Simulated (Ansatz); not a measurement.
# Alloy of SrTiO3 and BaTiO3 (20 of 27 Sr sites exchanged), 135 atoms

Wanted: the relaxed alloy cell and its gap (PBEsol and HSE06).

Method: density functional theory in Ansatz 0.2.0, PAW datasets, plane waves.

### Step 1. The system as built

135 atoms (7 Sr, 20 Ba, 27 Ti, 81 O); a = 11.852 Å, b = 11.852 Å, c = 11.852 Å, α = 90.00°, β = 90.00°, γ = 90.00°. All atoms were shaken off their sites by about 0.02 Å along each axis.

Steps to follow: (2) PBEsol cell relaxation at the single k point (½, ½, ½), on 1 × NVIDIA GB200 with 8 threads of Arm Neoverse-V2; (3) HSE06 single point at the Γ point alone, on 1 × NVIDIA GB200 with 8 threads of Arm Neoverse-V2.

### Step 2. Relaxing cell and atoms with PBEsol

File in.yaml:

```yaml
crystal:
  lattice:
    - [11.851530, 0.000000, 0.000000]
    - [0.000000, 11.851530, 0.000000]
    - [0.000000, 0.000000, 11.851530]
  atoms:
    - { symbol: Sr, position: [0.001926, 0.998133, 0.001574] }
    - { symbol: Sr, position: [0.999521, 0.332665, 0.334462] }
    - { symbol: Sr, position: [0.999825, 0.332951, 0.664493] }
    - { symbol: Sr, position: [0.996956, 0.667828, 0.333654] }
    - { symbol: Sr, position: [0.334567, 0.999227, 0.334886] }
    - { symbol: Sr, position: [0.330744, 0.332910, 0.335258] }
    - { symbol: Sr, position: [0.664666, 0.666320, 0.335439] }
    - { symbol: Ba, position: [0.000594, 0.999473, 0.332399] }
    - { symbol: Ba, position: [0.000619, 0.003013, 0.667652] }
    - { symbol: Ba, position: [0.997681, 0.333761, 0.998208] }
    - { symbol: Ba, position: [0.999989, 0.664264, 0.001090] }
    - { symbol: Ba, position: [0.997179, 0.666305, 0.666029] }
    - { symbol: Ba, position: [0.334390, 0.996725, 0.001017] }
    - { symbol: Ba, position: [0.336777, 0.999152, 0.667114] }
    - { symbol: Ba, position: [0.332618, 0.333064, 0.999404] }
    - { symbol: Ba, position: [0.331910, 0.335065, 0.664884] }
    - { symbol: Ba, position: [0.335060, 0.664313, 0.000163] }
    - { symbol: Ba, position: [0.331989, 0.669395, 0.332739] }
    - { symbol: Ba, position: [0.334213, 0.666993, 0.665113] }
    - { symbol: Ba, position: [0.668355, 0.998555, 0.996824] }
    - { symbol: Ba, position: [0.664934, 0.998725, 0.336672] }
    - { symbol: Ba, position: [0.667597, 0.998433, 0.665383] }
    - { symbol: Ba, position: [0.664917, 0.330240, 0.001525] }
    - { symbol: Ba, position: [0.667182, 0.335752, 0.334602] }
    - { symbol: Ba, position: [0.666945, 0.334233, 0.668426] }
    - { symbol: Ba, position: [0.666417, 0.668477, 0.000714] }
    - { symbol: Ba, position: [0.664777, 0.667840, 0.664373] }
    - { symbol: Ti, position: [0.165866, 0.163726, 0.168046] }
    - { symbol: Ti, position: [0.165597, 0.166337, 0.501058] }
    - { symbol: Ti, position: [0.167411, 0.167274, 0.833455] }
    - { symbol: Ti, position: [0.168811, 0.502157, 0.166950] }
    - { symbol: Ti, position: [0.167616, 0.502440, 0.501228] }
    - { symbol: Ti, position: [0.165243, 0.503756, 0.830477] }
    - { symbol: Ti, position: [0.166029, 0.831674, 0.167755] }
    - { symbol: Ti, position: [0.166346, 0.831394, 0.502912] }
    - { symbol: Ti, position: [0.168819, 0.834832, 0.833792] }
    - { symbol: Ti, position: [0.500178, 0.167602, 0.163665] }
    - { symbol: Ti, position: [0.498866, 0.166242, 0.499737] }
    - { symbol: Ti, position: [0.499898, 0.167462, 0.831727] }
    - { symbol: Ti, position: [0.500175, 0.500391, 0.165916] }
    - { symbol: Ti, position: [0.500170, 0.502716, 0.500803] }
    - { symbol: Ti, position: [0.501291, 0.499914, 0.831081] }
    - { symbol: Ti, position: [0.500813, 0.830374, 0.165931] }
    - { symbol: Ti, position: [0.500275, 0.830981, 0.499420] }
    - { symbol: Ti, position: [0.500657, 0.834195, 0.833449] }
    - { symbol: Ti, position: [0.833117, 0.170742, 0.167156] }
    - { symbol: Ti, position: [0.834318, 0.164735, 0.499261] }
    - { symbol: Ti, position: [0.836666, 0.168468, 0.834055] }
    - { symbol: Ti, position: [0.833284, 0.498999, 0.167600] }
    - { symbol: Ti, position: [0.833637, 0.499845, 0.499214] }
    - { symbol: Ti, position: [0.830693, 0.501823, 0.831584] }
    - { symbol: Ti, position: [0.833716, 0.838043, 0.166969] }
    - { symbol: Ti, position: [0.833707, 0.833514, 0.500067] }
    - { symbol: Ti, position: [0.832596, 0.834220, 0.832055] }
    - { symbol: O, position: [0.165856, 0.167511, 0.000476] }
    - { symbol: O, position: [0.163410, 0.165616, 0.334900] }
    - { symbol: O, position: [0.166354, 0.167731, 0.668055] }
    - { symbol: O, position: [0.166852, 0.500979, 0.998666] }
    - { symbol: O, position: [0.165414, 0.500690, 0.333218] }
    - { symbol: O, position: [0.168367, 0.499976, 0.665577] }
    - { symbol: O, position: [0.164663, 0.834169, 0.999263] }
    - { symbol: O, position: [0.164749, 0.832314, 0.330816] }
    - { symbol: O, position: [0.162036, 0.833575, 0.666504] }
    - { symbol: O, position: [0.500951, 0.167329, 0.999555] }
    - { symbol: O, position: [0.500042, 0.169532, 0.330965] }
    - { symbol: O, position: [0.500132, 0.166703, 0.665079] }
    - { symbol: O, position: [0.499682, 0.501509, 0.999703] }
    - { symbol: O, position: [0.502575, 0.498108, 0.332512] }
    - { symbol: O, position: [0.500287, 0.501024, 0.667204] }
    - { symbol: O, position: [0.499596, 0.834967, 0.997899] }
    - { symbol: O, position: [0.500615, 0.836177, 0.334660] }
    - { symbol: O, position: [0.499179, 0.832233, 0.669152] }
    - { symbol: O, position: [0.832128, 0.165538, 0.001275] }
    - { symbol: O, position: [0.829723, 0.166548, 0.333230] }
    - { symbol: O, position: [0.836122, 0.166370, 0.664433] }
    - { symbol: O, position: [0.834299, 0.500247, 0.000566] }
    - { symbol: O, position: [0.831086, 0.500035, 0.330264] }
    - { symbol: O, position: [0.831625, 0.499065, 0.664793] }
    - { symbol: O, position: [0.831987, 0.832333, 0.997046] }
    - { symbol: O, position: [0.832347, 0.833211, 0.332477] }
    - { symbol: O, position: [0.832044, 0.834000, 0.666983] }
    - { symbol: O, position: [0.997349, 0.165559, 0.168447] }
    - { symbol: O, position: [0.999280, 0.164743, 0.500505] }
    - { symbol: O, position: [0.003185, 0.169783, 0.832667] }
    - { symbol: O, position: [0.000653, 0.501690, 0.166469] }
    - { symbol: O, position: [0.000171, 0.501646, 0.500466] }
    - { symbol: O, position: [0.999712, 0.498775, 0.832716] }
    - { symbol: O, position: [0.000853, 0.833971, 0.167636] }
    - { symbol: O, position: [0.000561, 0.833986, 0.498977] }
    - { symbol: O, position: [0.999868, 0.832707, 0.833210] }
    - { symbol: O, position: [0.331738, 0.168614, 0.168584] }
    - { symbol: O, position: [0.333072, 0.169398, 0.500315] }
    - { symbol: O, position: [0.332195, 0.169597, 0.832500] }
    - { symbol: O, position: [0.334258, 0.498165, 0.165092] }
    - { symbol: O, position: [0.332344, 0.496397, 0.499235] }
    - { symbol: O, position: [0.336253, 0.499507, 0.832893] }
    - { symbol: O, position: [0.336660, 0.834996, 0.167224] }
    - { symbol: O, position: [0.332964, 0.834550, 0.501336] }
    - { symbol: O, position: [0.333716, 0.834382, 0.833446] }
    - { symbol: O, position: [0.667571, 0.166979, 0.169270] }
    - { symbol: O, position: [0.667077, 0.167535, 0.501972] }
    - { symbol: O, position: [0.662484, 0.165836, 0.832257] }
    - { symbol: O, position: [0.667822, 0.501029, 0.166196] }
    - { symbol: O, position: [0.664968, 0.500797, 0.499821] }
    - { symbol: O, position: [0.668471, 0.498187, 0.833486] }
    - { symbol: O, position: [0.665200, 0.833744, 0.163980] }
    - { symbol: O, position: [0.666152, 0.838613, 0.503675] }
    - { symbol: O, position: [0.663682, 0.831369, 0.834078] }
    - { symbol: O, position: [0.168898, 0.002159, 0.165945] }
    - { symbol: O, position: [0.169106, 0.999419, 0.504244] }
    - { symbol: O, position: [0.165705, 0.999671, 0.832561] }
    - { symbol: O, position: [0.168649, 0.332924, 0.166445] }
    - { symbol: O, position: [0.168439, 0.336457, 0.500119] }
    - { symbol: O, position: [0.169295, 0.333368, 0.835669] }
    - { symbol: O, position: [0.164097, 0.667176, 0.166056] }
    - { symbol: O, position: [0.169747, 0.668115, 0.500424] }
    - { symbol: O, position: [0.165250, 0.665294, 0.832289] }
    - { symbol: O, position: [0.498176, 0.999170, 0.168582] }
    - { symbol: O, position: [0.500655, 0.997945, 0.498183] }
    - { symbol: O, position: [0.498696, 0.999851, 0.833962] }
    - { symbol: O, position: [0.499372, 0.333499, 0.167528] }
    - { symbol: O, position: [0.498387, 0.332563, 0.501897] }
    - { symbol: O, position: [0.500147, 0.336845, 0.834524] }
    - { symbol: O, position: [0.499811, 0.665832, 0.164646] }
    - { symbol: O, position: [0.499827, 0.668881, 0.500714] }
    - { symbol: O, position: [0.496925, 0.668667, 0.831209] }
    - { symbol: O, position: [0.836574, 0.000519, 0.166408] }
    - { symbol: O, position: [0.832803, 0.998341, 0.498715] }
    - { symbol: O, position: [0.833822, 0.997445, 0.831220] }
    - { symbol: O, position: [0.836046, 0.335706, 0.167745] }
    - { symbol: O, position: [0.833819, 0.331496, 0.501006] }
    - { symbol: O, position: [0.833547, 0.335856, 0.832595] }
    - { symbol: O, position: [0.832306, 0.667852, 0.166383] }
    - { symbol: O, position: [0.832324, 0.667038, 0.502057] }
    - { symbol: O, position: [0.833383, 0.665167, 0.836302] }
kpoints:
  mp_grid: { grid: [1, 1, 1], shift: [0.5, 0.5, 0.5] }
hamiltonian:
  xc: pbesol
scf:
  occupations: { method: fermi_dirac, width: 0.01 }
relax:
  f_tol: 0.03
  max_steps: 80
  escape_saddle: false
  adjacent_minimum: "off"
  cell: { fix: [shape] }
output:
  forces: true
  eigenvalues: true
  populations: true
```

Run with:

```sh
$ ansatz run in.yaml --threads 8 --pin off --max-ram 118750MiB --runs-dir r --events-out ev --progress --plain --backend cuda --devices 0, --max-vram 170GiB
```

The runs that follow: Single point with HSE06.

Q: Predict the outcome of this session. Wanted: for each run, top filled to lowest empty.

The runs gave:

```
             level         time   k points  top filled to lowest empty (eV)
PBEsol, relaxation  7.3 s (GPU)  (½, ½, ½)                             2.71
             HSE06   72 s (GPU)          Γ                             3.36
```

```
     quantity                                                                         value
   relaxation                                              5 recorded steps, 1.22 eV gained
largest shift                                                                 0.12 Å (O107)
 relaxed cell  a = 11.847 Å, b = 11.847 Å, c = 11.847 Å, α = 90.00°, β = 90.00°, γ = 90.00°
   mean bonds                                          Ba–O 2.801, O–Sr 2.767, O–Ti 1.975 Å
```

The relaxation lowers the energy by 1.22 eV; the largest shift is 0.12 Å (O107), while the volume changes by -0.1 %. The mean lengths of the listed bonds run from O–Ti 1.97 Å to Ba–O 2.80 Å. Rows on different k points differ by sampling as well as by level. With one k point the spacing samples only the states that fold onto it, so it can exceed the gap over the zone.
